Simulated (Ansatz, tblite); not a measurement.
# 1x4x4 LiF rock-salt block (Li₈F₈): a ladder of methods and basis sets

One table from this session's results is given with a row withheld; the runs are named, their logs left out.

Program: Ansatz 0.2.0, Gaussian basis. Level of theory: as each input shows. These are calculated values, not measurements.

The runs, in order: GFN1-xTB, GFN2-xTB, PBE-D4/def2-TZVP, r2SCAN-D4/def2-TZVP, r2SCANh-D4/def2-TZVP, LC-ωPBE/def2-TZVP, B97M-V/def2-TZVP, revPBE-D4/def2-TZVP, CAM-B3LYP-D4/def2-TZVP, LC-ωPBE(0.10)/def2-SVP, LC-ωPBE(0.15)/def2-SVP, LC-ωPBE(0.20)/def2-SVP, LC-ωPBE(0.30)/def2-SVP, PBE-D4/def2-SVP, PBE0-D4/def2-SVP, HF/6-31G, B3LYP-D4/6-31G, PBE0-D4/def2-TZVPD, PBE-D4/def2-TZVPD, r2SCANh-D4/def2-TZVPD, MP2/def2-SVP, RPA/def2-SVP.

## The geometry

The geometry is that of the singlet, from an earlier relaxation (PBE0-D4/def2-SVP).

16 atoms, charge 0, spin multiplicity 1.

Bond lengths: Li1–F2 1.709 Å, Li1–F5 1.708 Å, F2–Li3 1.799 Å, F2–Li6 1.894 Å, Li3–F4 1.708 Å, Li3–F7 1.879 Å, F4–Li8 1.708 Å, F5–Li6 1.885 Å, F5–Li9 1.796 Å, Li6–F7 1.836 Å, Li6–F10 1.816 Å, F7–Li8 1.901 Å, F7–Li11 1.814 Å, Li8–F12 1.796 Å, Li9–F10 1.901 Å, Li9–F13 1.708 Å, F10–Li11 1.837 Å, F10–Li14 1.881 Å and more. Angles: F2–Li1–F5 103.9°, Li1–F2–Li3 151.5°, Li1–F2–Li6 82.5°, Li3–F2–Li6 85.5°, F2–Li3–F4 151.3°, F2–Li3–F7 93.8°, F4–Li3–F7 94.4°, Li3–F4–Li8 91.3°, Li1–F5–Li6 82.8°, Li1–F5–Li9 167.5°, Li6–F5–Li9 86.5°, F2–Li6–F5 90.8°, F2–Li6–F7 92.1°, F2–Li6–F10 166.3°, F5–Li6–F7 138.8°, F5–Li6–F10 93.6°, F7–Li6–F10 93.2°, Li3–F7–Li6 84.8° and more.

PBE0-D4/def2-TZVP was run before; its log isn't repeated, and its numbers join the tables.

The first run:

Tight binding, by tblite at 300 K electronic temperature and without a spin-polarisation term:

```python
tblite.interface.Calculator('GFN1-xTB', numbers, positions, charge=0, uhf=0).singlepoint()
```

Tight binding, by tblite at 300 K electronic temperature and without a spin-polarisation term:

```python
tblite.interface.Calculator('GFN2-xTB', numbers, positions, charge=0, uhf=0).singlepoint()
```

start.molden holds the orbitals of an earlier run on this state, given as this run's starting guess.

Contents of in.yaml:

```yaml
crystal:
  periodic: [false, false, false]
  atoms:
    - {symbol: Li, position_ang: [0.100505, -2.566098, -2.507604]}
    - {symbol: F, position_ang: [-0.246953, -2.800961, -0.850968]}
    - {symbol: Li, position_ang: [0.190604, -2.674606, 0.889099]}
    - {symbol: F, position_ang: [-0.239686, -2.593288, 2.540494]}
    - {symbol: F, position_ang: [0.155513, -0.867976, -2.678309]}
    - {symbol: Li, position_ang: [-0.239652, -0.906860, -0.835203]}
    - {symbol: F, position_ang: [0.651996, -0.856595, 0.769389]}
    - {symbol: Li, position_ang: [0.061099, -0.912001, 2.575561]}
    - {symbol: Li, position_ang: [-0.058175, 0.912462, -2.574748]}
    - {symbol: F, position_ang: [-0.661538, 0.857963, -0.772458]}
    - {symbol: Li, position_ang: [0.228029, 0.906451, 0.833521]}
    - {symbol: F, position_ang: [-0.154253, 0.868233, 2.679196]}
    - {symbol: F, position_ang: [0.248097, 2.592513, -2.537883]}
    - {symbol: Li, position_ang: [-0.192057, 2.675307, -0.889323]}
    - {symbol: F, position_ang: [0.245691, 2.799507, 0.849946]}
    - {symbol: Li, position_ang: [-0.089221, 2.565958, 2.509309]}
basis:
  gaussian: {orbitals: def2-TZVP, initial_orbitals: start.molden}
hamiltonian: {xc: pbe, dispersion: d4}
scf: {omitted_lower_state_checks: [starts]}
output: {forces: true, orbitals: {seedname: orbitals}}
```

Launch:

```bash
> ansatz run in.yaml --threads 4 --pin off --events-out ev --progress --plain --max-ram 8704MiB
```

Steps of the session up to this table: PBE-D4/def2-TZVP; r2SCAN-D4/def2-TZVP; r2SCANh-D4/def2-TZVP; LC-ωPBE/def2-TZVP; B97M-V/def2-TZVP; revPBE-D4/def2-TZVP; CAM-B3LYP-D4/def2-TZVP; LC-ωPBE(0.10)/def2-SVP; LC-ωPBE(0.15)/def2-SVP; LC-ωPBE(0.20)/def2-SVP; LC-ωPBE(0.30)/def2-SVP; PBE-D4/def2-SVP; PBE0-D4/def2-SVP; HF/6-31G; B3LYP-D4/6-31G; PBE0-D4/def2-TZVPD; PBE-D4/def2-TZVPD; r2SCANh-D4/def2-TZVPD; MP2/def2-SVP; RPA/def2-SVP.

One table of the session follows, with a row left open; its other results are not shown here.

It belongs to the step «Binding energy». 

```
                 level  binding an atom (eV)
              HF/6-31G                 3.055
           HF/def2-SVP                 3.131
       PBE-D4/def2-SVP                 4.151
      PBE-D4/def2-TZVP                 3.965
     PBE-D4/def2-TZVPD                 3.967
   revPBE-D4/def2-TZVP                 3.819
   r2SCAN-D4/def2-TZVP                 3.927
      B97M-V/def2-TZVP                 3.928
  r2SCANh-D4/def2-TZVP                 3.888
 r2SCANh-D4/def2-TZVPD                 3.898
        B3LYP-D4/6-31G                 4.034
      PBE0-D4/def2-SVP                 4.013
     PBE0-D4/def2-TZVP                 3.845
    PBE0-D4/def2-TZVPD                 3.852
CAM-B3LYP-D4/def2-TZVP                     ?
     LC-ωPBE/def2-TZVP                 3.921
          RPA/def2-SVP                 3.538
          MP2/def2-SVP                 4.018
```

**Question.** Estimate the row for CAM-B3LYP-D4/def2-TZVP.

**Answer.** binding an atom (eV): 4.023. In the column «binding an atom (eV)» it lies between MP2/def2-SVP (4.018) and B3LYP-D4/6-31G (4.034).

To keep in mind: Free atoms were run apart at each level; binding is atoms less cluster, divided by the number of atoms, without zero-point or spin-orbit terms.
